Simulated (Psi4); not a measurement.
**One shape, several levels: GeS (SMILES [S+]#[Ge-])**

Wanted: a comparison of 4 runs (HF/def2-SVP, CAM-B3LYP/pcseg-2, LDA0/aug-cc-pVQZ, MP3/heavy-aug-cc-pVDZ) of GeS. 

The calculation is run with Psi4 1.11.

5 further runs of the same task are left out: 1 that didn't finish, 4 set aside as unsound or not needed.

## 1. The system as given

GeS: 2 atoms, total charge 0, spin state singlet. SMILES: `[S+]#[Ge-]`. Geometry: the measured bond length.

Bond lengths: S1–Ge2 2.012 Å.

## 2. Energy and forces at HF/def2-SVP (run 1)

Contents of calc.inp:

```
memory 1.6 GB

molecule {
  0 1
  S
  Ge 1 r2

  r2 = 2.012086
  units angstrom
  symmetry c1
}

set basis def2-SVP
set puream true
set e_convergence 1e-09
set d_convergence 1e-08
set scf_type pk

energy_value, wavefunction = gradient("hf", return_wfn=True)
```

Launch:

```bash
psi4 -n 1 calc.inp calc.out
```

calc.out:

```text
[...]
  Running in c1 symmetry.
[...]
  Nuclear repulsion =  134.655641887593276
[...]
  Multiplicity = 1
[...]
  Nalpha       = 24
  Nbeta        = 24
[...]
    Number of basis functions: 50
[...]
   @RHF iter   1: -2471.30914800986966   -3.29679e+00   4.24996e-02 ADIIS/DIIS
[...]
   @RHF iter  12: -2472.54129580246126   -1.81899e-12   1.14455e-09 DIIS
[...]
  @RHF Final Energy: -2472.54129580246126
   => Energetics <=
    Nuclear Repulsion Energy =            134.6556418875932764
    One-Electron Energy =               -3712.9916760483865801
    Two-Electron Energy =                1105.7947383583320971
    Total Energy =                      -2472.5412958024608088
[...]
 Multipole Moments:
 ------------------------------------------------------------------------------------
     Multipole            Electronic (a.u.)      Nuclear  (a.u.)        Total (a.u.)
 ------------------------------------------------------------------------------------
 L = 1.  Multiply by 2.5417464519 to convert [e a0] to [Debye]
 Dipole X            :          0.0000000            0.0000000            0.0000000
 Dipole Y            :          0.0000000            0.0000000            0.0000000
 Dipole Z            :          6.7292556           -5.7319003            0.9973553
 Magnitude           :                                                    0.9973553
[...]
  -Total Gradient:
     Atom            X                  Y                   Z
    ------   -----------------  -----------------  -----------------
       1       -0.000000000009    -0.000000000025    -0.010073465658
       2        0.000000000009     0.000000000025     0.010073465742
[...]
```

It took 1.8 s on 1 thread of Intel Xeon 6975P-C (Granite Rapids), shared host; peak memory 0.21 GiB.

## 3. The energy at CAM-B3LYP/pcseg-2 (run 2)

Contents of calc.py:

```python
import psi4

psi4.set_memory(1600000000)
psi4.set_num_threads(1)
psi4.core.set_output_file('ges.out', False)

mol = psi4.geometry("""
S      0.00000000     0.00000000     0.00000000
Ge     0.00000000     0.00000000     3.80229148
units au
symmetry c1
""")

psi4.set_options({
    'basis': 'pcseg-2',
    'puream': True,
    'e_convergence': 1e-09,
    'd_convergence': 1e-08,
    'scf_type': 'pk',
    'dft_radial_points': 99,
    'dft_spherical_points': 590,
})

energy_value = psi4.energy("cam-b3lyp")
print(f'total energy {energy_value:.8f} hartree = {energy_value * 27.211386:.5f} eV')
```

Launch:

```bash
python calc.py
```

ges.out:

```text
[...]
  Running in c1 symmetry.
[...]
  Nuclear repulsion =  134.655641918330787
[...]
  Multiplicity = 1
[...]
  Nalpha       = 24
  Nbeta        = 24
[...]
    Number of basis functions: 77
[...]
   @RKS iter   1: -2474.17817926023645   -2.46729e+00   2.69177e-02 DIIS/ADIIS
[...]
   @RKS iter  11: -2475.42007158934530   -1.04592e-11   6.30168e-09 DIIS
[...]
  @RKS Final Energy: -2475.42007158934530
   => Energetics <=
    Nuclear Repulsion Energy =            134.6556419183307867
    One-Electron Energy =               -3714.1765528548125985
    Two-Electron Energy =                1185.6247914179962208
    DFT Exchange-Correlation Energy =     -81.5239520708591101
    Empirical Dispersion Energy =           0.0000000000000000
    VV10 Nonlocal Energy =                  0.0000000000000000
    Total Energy =                      -2475.4200715893448432
[...]
 Multipole Moments:
 ------------------------------------------------------------------------------------
     Multipole            Electronic (a.u.)      Nuclear  (a.u.)        Total (a.u.)
 ------------------------------------------------------------------------------------
 L = 1.  Multiply by 2.5417464519 to convert [e a0] to [Debye]
 Dipole X            :         -0.0000000            0.0000000           -0.0000000
 Dipole Y            :          0.0000000            0.0000000            0.0000000
 Dipole Z            :          6.6978772           -5.7319003            0.9659769
 Magnitude           :                                                    0.9659769
[...]
```

The script printed:

```text
total energy -2475.42007159 hartree = -67359.61108 eV
```

Run time: 5.4 s. Hardware: 1 thread of Intel Xeon 6975P-C (Granite Rapids), shared host; peak memory 0.57 GiB.

## 4. A single-point energy at LDA0/aug-cc-pVQZ (density fitting) (run 3)

Contents of ges.sdf:

```

     RDKit          3D

  2  1  0  0  0  0  0  0  0  0999 V2000
    0.0000    0.0000    0.0000 S   0  0  0  0  0  0  0  0  0  0  0  0
    0.0000    0.0000    2.0121 Ge  0  0  0  0  0  3  0  0  0  0  0  0
  2  1  3  0
M  CHG  2   1   1   2  -1
M  END
$$$$
```

Contents of run.py:

```python
import psi4
from rdkit import Chem

psi4.set_memory('1600 MB')
psi4.set_num_threads(1)
psi4.core.set_output_file('ges.out', False)

rd = Chem.SDMolSupplier('ges.sdf', removeHs=False, sanitize=False)[0]
xyz = rd.GetConformer().GetPositions()
atoms = '\n'.join(f'{a.GetSymbol()} {x:.4f} {y:.4f} {z:.4f}' for a, (x, y, z) in zip(rd.GetAtoms(), xyz))
molecule = psi4.geometry('0 1\n' + atoms + '')

psi4.set_options(dict(scf_type='disk_df'))

result = psi4.energy('lda0/aug-cc-pVQZ')
print('E =', round(result, 9))
for k, v in sorted(psi4.core.scalar_variables().items()):
    print(f'{k:45s} {v:18.10f}')
```

Launch:

```bash
python run.py
```

ges.out:

```text
[...]
  Running in c2v symmetry.
[...]
  Nuclear repulsion =  134.654704966472877
[...]
  Multiplicity = 1
[...]
  Nalpha       = 24
  Nbeta        = 24
[...]
    Number of basis functions: 177
[...]
   @DF-RKS iter   1: -2469.80956786493471   -2.05457e+00   2.77458e-02 DIIS/ADIIS
[...]
   @DF-RKS iter   9: -2471.31842662567215   -2.93644e-08   5.63561e-07 DIIS
[...]
  @DF-RKS Final Energy: -2471.31842662567215
   => Energetics <=
    Nuclear Repulsion Energy =            134.6547049664728775
    One-Electron Energy =               -3712.5545137569179133
    Two-Electron Energy =                1181.6747516541229288
    DFT Exchange-Correlation Energy =     -75.0933694893495414
    Empirical Dispersion Energy =           0.0000000000000000
    VV10 Nonlocal Energy =                  0.0000000000000000
    Total Energy =                      -2471.3184266256716910
[...]
 Multipole Moments:
 ------------------------------------------------------------------------------------
     Multipole            Electronic (a.u.)      Nuclear  (a.u.)        Total (a.u.)
 ------------------------------------------------------------------------------------
 L = 1.  Multiply by 2.5417464519 to convert [e a0] to [Debye]
 Dipole X            :          0.0000000            0.0000000            0.0000000
 Dipole Y            :          0.0000000            0.0000000            0.0000000
 Dipole Z            :          6.5749632           -5.7319402            0.8430230
 Magnitude           :                                                    0.8430230
[...]
```

The script printed:

```text
E = -2471.318426626
CURRENT ENERGY                                  -2471.3184266257
CURRENT REFERENCE ENERGY                        -2471.3184266257
DD SOLVATION ENERGY                                 0.0000000000
DFT FUNCTIONAL TOTAL ENERGY                     -2471.3184266257
DFT TOTAL ENERGY                                -2471.3184266257
DFT VV10 ENERGY                                     0.0000000000
DFT XC ENERGY                                     -75.0933694893
GRID ELECTRONS ALPHA                               24.0000000601
GRID ELECTRONS BETA                                24.0000000601
GRID ELECTRONS TOTAL                               48.0000001202
NUCLEAR REPULSION ENERGY                          134.6547049665
ONE-ELECTRON ENERGY                             -3712.5545137569
PCM POLARIZATION ENERGY                             0.0000000000
PE ENERGY                                           0.0000000000
SCF ITERATION ENERGY                            -2471.3184266257
SCF ITERATIONS                                      9.0000000000
SCF TOTAL ENERGY                                -2471.3184266257
TWO-ELECTRON ENERGY                              1181.6747516541
XC GRID RADIAL POINTS                              75.0000000000
XC GRID SPHERICAL POINTS                          302.0000000000
XC GRID TOTAL POINTS                            44663.0000000000
```

Wall time 6.9 s (1 thread of Intel Xeon 6975P-C (Granite Rapids), shared host); peak memory 0.97 GiB.

## 5. A single-point energy at MP3/heavy-aug-cc-pVDZ (DKH3) (run 4)

Contents of ges.inp:

```
memory 1600 MB

molecule {
  S
  Ge 1 R2

  R2 = 2.012086
}

set {
  basis heavy-aug-cc-pVDZ
  reference rhf
  scf_type pk
  freeze_core true
  mp_type conv
  relativistic dkh
  dkh_order 3
}

energy_value = energy("mp3")
```

Launch:

```bash
psi4 -n 1 ges.inp ges.out
```

ges.out:

```text
[...]
  Running in c2v symmetry.
[...]
  Nuclear repulsion =  134.655641887593276
[...]
  Multiplicity = 1
[...]
  Nalpha       = 24
  Nbeta        = 24
[...]
    Number of basis functions: 63
[...]
   @RHF iter   1: -2489.45708086531295   -4.00136e+00   3.14699e-02 ADIIS/DIIS
[...]
   @RHF iter  12: -2490.17433978351119    9.09495e-13   2.47127e-09 DIIS
[...]
  @RHF Final Energy: -2490.17433978351119
   => Energetics <=
    Nuclear Repulsion Energy =            134.6556418875932764
    One-Electron Energy =               -3730.6481379584106435
    Two-Electron Energy =                1105.8181562873057828
    Total Energy =                      -2490.1743397835116411
[...]
 Multipole Moments:
 ------------------------------------------------------------------------------------
     Multipole            Electronic (a.u.)      Nuclear  (a.u.)        Total (a.u.)
 ------------------------------------------------------------------------------------
 L = 1.  Multiply by 2.5417464519 to convert [e a0] to [Debye]
 Dipole X            :          0.0000000            0.0000000            0.0000000
 Dipole Y            :          0.0000000            0.0000000            0.0000000
 Dipole Z            :          6.8389343           -5.7319003            1.1070340
 Magnitude           :                                                    1.1070340
[...]
	SCS-MP2 Total Energy (a.u.)        : -2490.39836226648958
	SOS-MP2 Total Energy (a.u.)        : -2490.39460263774527
[...]
	SOS-PI-MP2 Total Energy (a.u.)     : -2490.41154593422470
[...]
	MP2 Total Energy (a.u.)            : -2490.40588152397777
[...]
	SCS-MP3 Total Energy (a.u.)        : -2490.40200885307422
[...]
	MP3 Total Energy (a.u.)            : -2490.42046787031632
[...]
```

Run time: 11 s. Hardware: 1 thread of Intel Xeon 6975P-C (Granite Rapids), shared host; peak memory 0.44 GiB.

## 6. The series

| run | level | task | integration grid | energy (Eh) | dipole moment (D) | HOMO energy (eV) | LUMO energy (eV) | wall time |
| --- | --- | --- | --- | --- | --- | --- | --- | --- |
| 1 | HF/def2-SVP | gradient | – | -2472.541296 | 2.54 | -10.19 | 0.75 | 1.8 s |
| 2 | CAM-B3LYP/pcseg-2 | energy | 99 radial × 590 angular | -2475.420072 | 2.46 | -9.15 | -1.38 | 5.4 s |
| 3 | LDA0/aug-cc-pVQZ (density fitting) | energy | 75 radial × 302 angular | -2471.318427 | 2.14 | -7.84 | -2.37 | 6.9 s |
| 4 | MP3/heavy-aug-cc-pVDZ (DKH3) | energy | – | -2490.420468 | – | -10.26 | 0.26 | 11 s |

## 7. Summary of results

```
                                           quantity           value
                                run 4: total energy  -2490.42047 Eh
         run 4: HOMO energy (Hartree–Fock orbitals)       -10.26 eV
         run 4: LUMO energy (Hartree–Fock orbitals)         0.26 eV
       run 4: HOMO–LUMO gap (Hartree–Fock orbitals)        10.53 eV
run 4: correlation energy (14 core orbitals frozen)      -246.1 mEh
```

In words: Over runs 1, 2, 3 the dipole moment (its size) runs from 2.14 D (LDA0/aug-cc-pVQZ) to 2.54 D (HF/def2-SVP). The two ends differ in method and basis. Over runs 1, 2, 3 the HOMO–LUMO gap runs from 5.47 eV (LDA0/aug-cc-pVQZ) to 10.93 eV (HF/def2-SVP). Totals of different functionals can't be ranked against each other. Some runs of one species differ in core potentials or relativity; totals across that change don't compare. All runs together took 25 s, the longest 11 s.
